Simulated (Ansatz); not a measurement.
**CH₃BCl₂S: small, medium and large basis sets**

One table from this session's results is given with a row withheld; the runs are named, their logs left out.

Program: Ansatz 0.2.0, Gaussian basis. Level of theory: one geometry, several basis sets. These are calculated values, not measurements.

Plan: PBE0-D4/def2-SVP; ωB97M-V/def2-SVP; PBE0-D4/def2-QZVPP; ωB97M-V/def2-QZVPP; the functionals' def2-TZVPP values are taken from earlier runs.

## The geometry

An earlier PBE0-D4 in a triple-zeta def2 set relaxation fixed the geometry.

SMILES `CSB(Cl)Cl`, 8 atoms, charge 0, spin multiplicity 1.

Atoms are counted from 1 here; the program's logs count them from 0.

Bond lengths: C1–S2 1.807 Å, C1–H6 1.088 Å, C1–H7 1.089 Å, C1–H8 1.088 Å, S2–B3 1.776 Å, B3–Cl4 1.750 Å, B3–Cl5 1.750 Å. Angles: S2–C1–H6 110.7°, S2–C1–H7 106.4°, S2–C1–H8 110.7°, H6–C1–H7 109.6°, H6–C1–H8 110.0°, H7–C1–H8 109.6°, C1–S2–B3 104.2°, S2–B3–Cl4 123.3°, S2–B3–Cl5 117.2°, Cl4–B3–Cl5 119.4°.

The first run:

in.yaml

```yaml
crystal:
  periodic: [false, false, false]
  atoms:
    - {symbol: C, position_ang: [-0.126242, 0.587491, 1.151831]}
    - {symbol: S, position_ang: [-1.131780, 0.069522, -0.256909]}
    - {symbol: B, position_ang: [0.031250, -0.681300, -1.369231]}
    - {symbol: Cl, position_ang: [1.742886, -0.811398, -1.026423]}
    - {symbol: Cl, position_ang: [-0.594768, -1.313872, -2.875722]}
    - {symbol: H, position_ang: [0.353232, -0.271188, 1.617678]}
    - {symbol: H, position_ang: [-0.808545, 1.053651, 1.861530]}
    - {symbol: H, position_ang: [0.626167, 1.309894, 0.841547]}
basis:
  gaussian: {orbitals: def2-SVP}
hamiltonian: {xc: pbe0, dispersion: d4}
output: {orbitals: {seedname: orbitals}}
```

Steps of the session up to this table: PBE0-D4 in def2-SVP; ωB97M-V in def2-SVP; PBE0-D4 in def2-QZVPP; ωB97M-V in def2-QZVPP.

One table of the session follows, with a row left open; its other results are not shown here.

It belongs to the step «Functionals by basis». 

```
functional       basis  HOMO (eV)
   PBE0-D4    def2-SVP      -7.67
   PBE0-D4  def2-TZVPP      -7.75
   PBE0-D4  def2-QZVPP      -7.78
   ωB97M-V    def2-SVP      -9.76
   ωB97M-V  def2-TZVPP          ?
   ωB97M-V  def2-QZVPP      -9.92
```

Estimate the missing values for ωB97M-V, def2-TZVPP.

**Answer.** HOMO (eV): -9.88. In the column «HOMO (eV)» it lies between ωB97M-V, def2-QZVPP (-9.92) and ωB97M-V, def2-SVP (-9.76).
